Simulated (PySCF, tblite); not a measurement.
# C5H9FO: a rotation path, then NMR shifts on frames, part 2 of 2

tblite 0.8.0 and PySCF 2.14.0. Atoms count from 0.

### 5 Nuclear shieldings: image 4, PBE0/pcSseg-1

Job settings and geometry (Å):

```
{"job": {"kind": "nmr", "xc": "PBE0", "basis": "pcSseg-1", "pop": false}, "charge": 0, "multiplicity": 1}
C      2.378700    -0.428700     0.046400
C      1.012700    -0.959300    -0.230900
C     -0.123200    -0.303300     0.003500
C     -1.453700    -0.945600    -0.313500
F     -1.482300    -1.390500    -1.616900
O     -0.083300     0.937100     0.595500
C     -1.167700     1.820900     0.442100
H      2.856600    -1.013800     0.832600
H      2.324500     0.606800     0.367800
H      3.001200    -0.501400    -0.845100
H      0.951300    -1.953400    -0.646400
H     -2.295600    -0.258200    -0.206500
H     -1.618300    -1.829600     0.313500
H     -0.815200     2.778300     0.823600
H     -1.454300     1.940000    -0.606900
H     -2.038900     1.509700     1.029700
```

Method: GIAO PBE0/pcSseg-1 NMR shielding, non-relativistic, gas phase.

What it wrote:

```text
coarse grid: 13184 points
cycle   1  E = -370.3687000392  dE =  8.168e-01  |g| = 6.810e-01  |ddm| = 3.403e+00
cycle   2  E = -370.2906280865  dE =  7.807e-02  |g| = 9.669e-01  |ddm| = 1.275e+00
cycle   3  E = -370.4534424896  dE = -1.628e-01  |g| = 8.042e-02  |ddm| = 7.813e-01
cycle   4  E = -370.4546627090  dE = -1.220e-03  |g| = 3.131e-02  |ddm| = 8.564e-02
cycle   5  E = -370.4548889581  dE = -2.262e-04  |g| = 8.189e-03  |ddm| = 3.266e-02
cycle   6  E = -370.4548988614  dE = -9.903e-06  |g| = 4.693e-03  |ddm| = 9.528e-03
cycle   7  E = -370.4549039320  dE = -5.071e-06  |g| = 6.660e-04  |ddm| = 3.946e-03
final grid: 127200 points
cycle   8  E = -370.5137677224  dE = -3.255e-05  |g| = 1.203e-02  |ddm| = 2.785e-02
cycle   9  E = -370.5137388238  dE =  2.890e-05  |g| = 1.762e-02  |ddm| = 1.967e-02
cycle  10  E = -370.5137955504  dE = -5.673e-05  |g| = 2.011e-03  |ddm| = 1.256e-02
cycle  11  E = -370.5137964571  dE = -9.067e-07  |g| = 3.322e-04  |ddm| = 1.935e-03
cycle  12  E = -370.5137964738  dE = -1.669e-08  |g| = 1.795e-04  |ddm| = 3.887e-04
cycle  13  E = -370.5137964808  dE = -7.033e-09  |g| = 2.182e-05  |ddm| = 1.382e-04
cycle  14  E = -370.5137964809  dE = -9.732e-11  |g| = 8.535e-06  |ddm| = 2.211e-05
converged SCF energy = -370.5137964809

GIAO shielding tensors (ppm)
atom      isotropic    diamagn.    paramagn.     s11        s22        s33       span
  0 C      174.123     246.735     -72.612    155.841    181.276    185.252     29.411
  1 C       71.457     256.758    -185.301    -29.746     83.991    160.126    189.872
  2 C       27.472     256.166    -228.694    -72.275     57.379     97.312    169.587
  3 C      109.101     242.222    -133.121     80.739     85.423    161.141     80.402
  4 F      408.415     473.381     -64.966    351.559    400.493    473.192    121.633
  5 O      251.855     399.278    -147.423    150.150    291.362    314.053    163.903
  6 C      130.748     244.970    -114.222    103.032    110.576    178.634     75.602
  7 H       30.172      28.272       1.900     25.768     27.519     37.229     11.461
  8 H       29.170      30.831      -1.661     23.980     30.567     32.963      8.983
  9 H       30.198      28.404       1.795     25.780     27.718     37.098     11.318
 10 H       26.450      32.872      -6.423     23.299     25.334     30.716      7.417
 11 H       26.403      29.694      -3.290     22.074     26.346     30.790      8.716
 12 H       26.618      28.820      -2.202     22.860     26.384     30.610      7.751
 13 H       27.632      28.690      -1.058     23.639     25.946     33.311      9.672
 14 H       28.179      29.884      -1.705     24.936     25.659     33.943      9.006
 15 H       27.904      29.534      -1.630     24.209     25.753     33.751      9.541
```

Run time: 12 s. Hardware: 1 thread of AMD EPYC 9R45, shared host; peak memory 0.75 GiB.

This run: δ C2 159.5, C1 115.5, C3 77.8, C6 56.2, H11 5.31, H10 5.27 ppm.

### 6 Nuclear shieldings: image 6, PBE0/pcSseg-1

Job settings and geometry (Å):

```
{"job": {"kind": "nmr", "xc": "PBE0", "basis": "pcSseg-1", "pop": false}, "charge": 0, "multiplicity": 1}
C      2.380900    -0.420600     0.019200
C      1.018000    -0.944900    -0.284500
C     -0.117800    -0.297900    -0.032600
C     -1.458500    -0.919200    -0.350300
F     -1.348700    -1.807300    -1.389300
O     -0.081100     0.919900     0.607000
C     -1.173800     1.800300     0.511000
H      2.860600    -1.039300     0.777800
H      2.321700     0.599100     0.386600
H      3.003900    -0.450600    -0.874300
H      0.961300    -1.924300    -0.732600
H     -2.205100    -0.180100    -0.656300
H     -1.836400    -1.492000     0.507200
H     -0.830400     2.731600     0.960800
H     -1.456600     1.995700    -0.528000
H     -2.045600     1.438600     1.066900
```

With the program's defaults for keys left out, this is: GIAO PBE0/pcSseg-1 NMR shielding, non-relativistic, gas phase.

What it wrote:

```text
coarse grid: 13184 points
cycle   1  E = -370.3681679417  dE =  8.254e-01  |g| = 6.806e-01  |ddm| = 3.406e+00
cycle   2  E = -370.2873418707  dE =  8.083e-02  |g| = 9.672e-01  |ddm| = 1.299e+00
cycle   3  E = -370.4538417986  dE = -1.665e-01  |g| = 8.287e-02  |ddm| = 7.931e-01
cycle   4  E = -370.4551213775  dE = -1.280e-03  |g| = 3.602e-02  |ddm| = 9.350e-02
cycle   5  E = -370.4554095281  dE = -2.882e-04  |g| = 1.248e-02  |ddm| = 3.929e-02
cycle   6  E = -370.4554393268  dE = -2.980e-05  |g| = 4.797e-03  |ddm| = 1.314e-02
cycle   7  E = -370.4554442810  dE = -4.954e-06  |g| = 6.246e-04  |ddm| = 3.987e-03
final grid: 127200 points
cycle   8  E = -370.5152159371  dE = -3.948e-05  |g| = 1.183e-02  |ddm| = 3.150e-02
cycle   9  E = -370.5151897083  dE =  2.623e-05  |g| = 1.711e-02  |ddm| = 1.898e-02
cycle  10  E = -370.5152428390  dE = -5.313e-05  |g| = 1.885e-03  |ddm| = 1.201e-02
cycle  11  E = -370.5152436205  dE = -7.815e-07  |g| = 3.200e-04  |ddm| = 1.824e-03
cycle  12  E = -370.5152436346  dE = -1.409e-08  |g| = 1.936e-04  |ddm| = 4.043e-04
cycle  13  E = -370.5152436426  dE = -8.049e-09  |g| = 2.270e-05  |ddm| = 1.502e-04
cycle  14  E = -370.5152436427  dE = -1.071e-10  |g| = 8.964e-06  |ddm| = 2.359e-05
converged SCF energy = -370.5152436427

GIAO shielding tensors (ppm)
atom      isotropic    diamagn.    paramagn.     s11        s22        s33       span
  0 C      174.567     246.769     -72.202    156.116    182.194    185.391     29.275
  1 C       77.921     256.290    -178.369    -21.250     87.985    167.029    188.279
  2 C       30.182     257.315    -227.133    -68.532     63.637     95.441    163.973
  3 C      106.543     242.440    -135.897     78.957     82.921    157.751     78.794
  4 F      430.348     472.421     -42.073    388.851    427.243    474.949     86.098
  5 O      253.257     399.334    -146.076    151.445    291.978    316.349    164.904
  6 C      130.707     244.840    -114.133    103.254    109.738    179.129     75.875
  7 H       30.224      28.366       1.858     25.774     27.525     37.372     11.598
  8 H       29.213      30.889      -1.675     24.018     30.662     32.960      8.943
  9 H       30.215      28.481       1.734     25.721     27.748     37.177     11.456
 10 H       26.538      32.993      -6.455     23.003     25.459     31.153      8.150
 11 H       26.367      29.368      -3.001     21.519     26.501     31.082      9.563
 12 H       26.438      28.544      -2.105     22.647     26.565     30.103      7.455
 13 H       27.659      28.654      -0.995     23.660     25.912     33.406      9.746
 14 H       28.087      29.892      -1.805     24.824     25.582     33.853      9.030
 15 H       28.078      29.392      -1.314     24.222     25.991     34.020      9.798
```

Wall time 12 s (1 thread of AMD EPYC 9R45, shared host); peak memory 0.75 GiB.

Key values: δ C2 156.7, C1 109.0, C3 80.4, C6 56.2, H11 5.35, H12 5.28 ppm.

### 7 Shielding tensors: image 8, PBE0/pcSseg-1

Job settings and geometry (Å):

```
{"job": {"kind": "nmr", "xc": "PBE0", "basis": "pcSseg-1", "pop": false}, "charge": 0, "multiplicity": 1}
C      2.395200    -0.415000    -0.011100
C      1.033000    -0.934400    -0.328700
C     -0.101300    -0.298400    -0.049200
C     -1.458500    -0.871100    -0.383400
F     -1.348300    -2.101600    -0.970700
O     -0.067700     0.905400     0.618500
C     -1.188900     1.752300     0.569900
H      2.896900    -1.076300     0.694800
H      2.329100     0.577800     0.422500
H      3.000700    -0.375400    -0.916100
H      0.976800    -1.899300    -0.806400
H     -2.005700    -0.237500    -1.093400
H     -2.059100    -1.010300     0.525200
H     -0.894700     2.650100     1.112500
H     -1.451200     2.028600    -0.456700
H     -2.063800     1.314300     1.060900
```

Method: GIAO PBE0/pcSseg-1 NMR shielding, non-relativistic, gas phase.

What it wrote:

```text
coarse grid: 13184 points
cycle   1  E = -370.3692896157  dE =  8.311e-01  |g| = 6.810e-01  |ddm| = 3.410e+00
cycle   2  E = -370.2871321378  dE =  8.216e-02  |g| = 9.688e-01  |ddm| = 1.325e+00
cycle   3  E = -370.4555995076  dE = -1.685e-01  |g| = 8.400e-02  |ddm| = 8.114e-01
cycle   4  E = -370.4569102041  dE = -1.311e-03  |g| = 3.723e-02  |ddm| = 9.591e-02
cycle   5  E = -370.4572169791  dE = -3.068e-04  |g| = 1.298e-02  |ddm| = 4.079e-02
cycle   6  E = -370.4572493570  dE = -3.238e-05  |g| = 4.718e-03  |ddm| = 1.351e-02
cycle   7  E = -370.4572540725  dE = -4.715e-06  |g| = 5.968e-04  |ddm| = 3.921e-03
final grid: 127200 points
cycle   8  E = -370.5169946345  dE = -4.356e-05  |g| = 1.192e-02  |ddm| = 3.518e-02
cycle   9  E = -370.5169680222  dE =  2.661e-05  |g| = 1.722e-02  |ddm| = 1.911e-02
cycle  10  E = -370.5170219618  dE = -5.394e-05  |g| = 1.921e-03  |ddm| = 1.227e-02
cycle  11  E = -370.5170227722  dE = -8.104e-07  |g| = 3.159e-04  |ddm| = 1.865e-03
cycle  12  E = -370.5170227855  dE = -1.331e-08  |g| = 1.998e-04  |ddm| = 4.135e-04
cycle  13  E = -370.5170227941  dE = -8.527e-09  |g| = 2.276e-05  |ddm| = 1.543e-04
cycle  14  E = -370.5170227942  dE = -1.130e-10  |g| = 8.504e-06  |ddm| = 2.427e-05
converged SCF energy = -370.5170227942

GIAO shielding tensors (ppm)
atom      isotropic    diamagn.    paramagn.     s11        s22        s33       span
  0 C      174.821     246.882     -72.061    156.249    182.771    185.441     29.192
  1 C       81.537     255.889    -174.352    -15.617     90.611    169.617    185.234
  2 C       31.913     258.270    -226.357    -65.556     66.926     94.368    159.924
  3 C      104.452     242.422    -137.971     77.625     81.468    154.262     76.636
  4 F      440.828     471.806     -30.978    415.282    433.489    473.713     58.431
  5 O      250.277     399.551    -149.274    140.253    293.298    317.280    177.027
  6 C      131.762     244.803    -113.041    103.846    108.799    182.640     78.794
  7 H       30.224      28.381       1.843     25.737     27.569     37.367     11.630
  8 H       29.222      30.930      -1.708     23.997     30.721     32.948      8.951
  9 H       30.250      28.538       1.711     25.733     27.704     37.313     11.581
 10 H       26.653      33.150      -6.497     22.911     25.768     31.279      8.368
 11 H       26.290      28.958      -2.667     21.501     27.169     30.202      8.701
 12 H       26.328      28.790      -2.462     21.622     27.457     29.904      8.282
 13 H       27.719      28.605      -0.886     23.681     25.856     33.621      9.940
 14 H       28.142      29.792      -1.650     24.912     25.613     33.902      8.990
 15 H       28.030      29.431      -1.400     23.895     26.508     33.688      9.793
```

Wall time 11 s (1 thread of AMD EPYC 9R45, shared host); peak memory 0.81 GiB.

Key values: δ C2 155.0, C1 105.4, C3 82.5, C6 55.2, H11 5.43, H12 5.39 ppm.

### 8 Comparing the runs: NMR shifts

Shifts (ppm) of some atoms, chosen among heavy atoms and hydrogens apart, with basis size and wall time:

```csv
frame,C2,C1,C3,H12,H15,F4,O5,functions,time
image 0,158.5,117.9,84.7,4.86,4.04,-229.1,91.5,164,12 s
image 2,160.1,119.6,79.7,4.90,4.03,-224.7,86.5,164,12 s
image 4,159.5,115.5,77.8,5.10,3.81,-237.5,84.2,164,12 s
image 6,156.7,109.0,80.4,5.28,3.64,-259.4,82.8,164,12 s
image 8,155.0,105.4,82.5,5.39,3.69,-269.9,85.8,164,11 s
```

### 9 Results

The summary covers parts 1 to 2.

```
                                         quantity                                                     value
                                          barrier                        0.057 eV (1.3 kcal/mol) at image 4
                            end to end (GFN2-xTB)                                                  0.002 eV
  ¹³C shifts against TMS (PBE0/pcSseg-1, image 0)                        158.5, 117.9, 84.7, 57.2, 13.2 ppm
   ¹H shifts against TMS (PBE0/pcSseg-1, image 0)  5.39, 5.05, 4.86, 4.04, 4.03, 3.93, 2.55, 1.48, 1.46 ppm
¹⁹F shifts against CFCl3 (PBE0/pcSseg-1, image 0)                                                -229.1 ppm
  ¹⁷O shifts against H2O (PBE0/pcSseg-1, image 0)                                                  91.5 ppm
                         range of the shift of F4                                      -269.9 to -224.7 ppm
```

**Reading.** Along the band the dihedral turns by 107°, and the top (dihedral 130°) lies 1.3 kcal/mol above the start (GFN2-xTB, rough), so at room temperature this motion is fast. The top was not checked by a frequency run. Shifts at one fixed geometry are not the observed spectrum, which averages over the motion. In the first frame run (image 0): The widest tensor belongs to O5: span 186 ppm, with a paramagnetic part of -155 ppm. In ppm, F4 moves most: its shift spreads over 45.2 ppm, from -269.9 (image 8) to -224.7 (image 2).
